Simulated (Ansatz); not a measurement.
# MoCl₃F₃: how energies converge with the basis set

An exercise on one series of results from a longer session: the logs are not shown, and one member is left open.

The runs use Ansatz 0.2.0, Gaussian basis; one geometry, several basis sets.

The runs, in order: PBE0-D4/def2-SVP; ωB97M-V/def2-SVP; PBE0-D4/def2-QZVPP; ωB97M-V/def2-QZVPP; the functionals' def2-TZVPP values are taken from earlier runs.

### Structure used throughout

The geometry comes from an earlier relaxation with PBE0-D4 in a triple-zeta def2 set; it is a stationary point, not always the lowest conformer. Mo takes the def2 core potential; no spin-orbit term is included.

SMILES `[F][Mo]([F])([F])([Cl])([Cl])[Cl]`, 7 atoms, charge 0, spin multiplicity 1.

Atoms are counted from 1 here; the program's logs count them from 0.

Bond lengths: F1–Mo2 1.837 Å, Mo2–F3 1.837 Å, Mo2–F4 1.837 Å, Mo2–Cl5 2.252 Å, Mo2–Cl6 2.253 Å, Mo2–Cl7 2.253 Å. Angles: F1–Mo2–F3 87.2°, F1–Mo2–F4 87.2°, F1–Mo2–Cl5 89.9°, F1–Mo2–Cl6 89.9°, F1–Mo2–Cl7 175.9°, F3–Mo2–F4 87.2°, F3–Mo2–Cl5 175.9°, F3–Mo2–Cl6 89.9°, F3–Mo2–Cl7 89.9°, F4–Mo2–Cl5 89.9°, F4–Mo2–Cl6 175.9°, F4–Mo2–Cl7 89.9°, Cl5–Mo2–Cl6 92.9°, Cl5–Mo2–Cl7 92.9°, Cl6–Mo2–Cl7 92.9°.

The first run:

in.yaml reads:

```yaml
crystal:
  periodic: [false, false, false]
  atoms:
    - {symbol: F, position_ang: [-1.383813, -0.041524, -1.252450]}
    - {symbol: Mo, position_ang: [-0.029407, -0.044198, -0.011235]}
    - {symbol: F, position_ang: [-1.302296, -0.470105, 1.243121]}
    - {symbol: F, position_ang: [0.133029, -1.846817, -0.326221]}
    - {symbol: Cl, position_ang: [1.463118, 0.370918, -1.646395]}
    - {symbol: Cl, position_ang: [-0.387508, 2.145584, 0.376659]}
    - {symbol: Cl, position_ang: [1.568078, -0.181959, 1.570823]}
basis:
  gaussian: {orbitals: def2-SVP}
hamiltonian: {xc: pbe0, dispersion: d4}
output: {orbitals: {seedname: orbitals}}
```

Started as:

```
$ ansatz run in.yaml --threads 4 --pin off --events-out ev --progress --plain --max-ram 11315MiB
```

Steps of the session up to this table: PBE0-D4 in def2-SVP; ωB97M-V in def2-SVP; PBE0-D4 in def2-QZVPP; ωB97M-V in def2-QZVPP.

One of the session's tables, all rows but one given; the rest of the session is left out.

It belongs to the step «Functionals by basis». 

```
functional       basis  HOMO (eV)  LUMO (eV)
   PBE0-D4    def2-SVP          ?          ?
   PBE0-D4  def2-TZVPP      -9.83      -5.66
   PBE0-D4  def2-QZVPP      -9.81      -5.63
   ωB97M-V    def2-SVP     -12.03      -3.85
   ωB97M-V  def2-TZVPP     -11.97      -3.73
   ωB97M-V  def2-QZVPP     -11.97      -3.71
```

Q: Estimate the row for PBE0-D4, def2-SVP from the others.

The run gave: HOMO (eV): -9.93; LUMO (eV): -5.81. In the column «HOMO (eV)» it lies between ωB97M-V, def2-QZVPP (-11.97) and PBE0-D4, def2-TZVPP (-9.83).
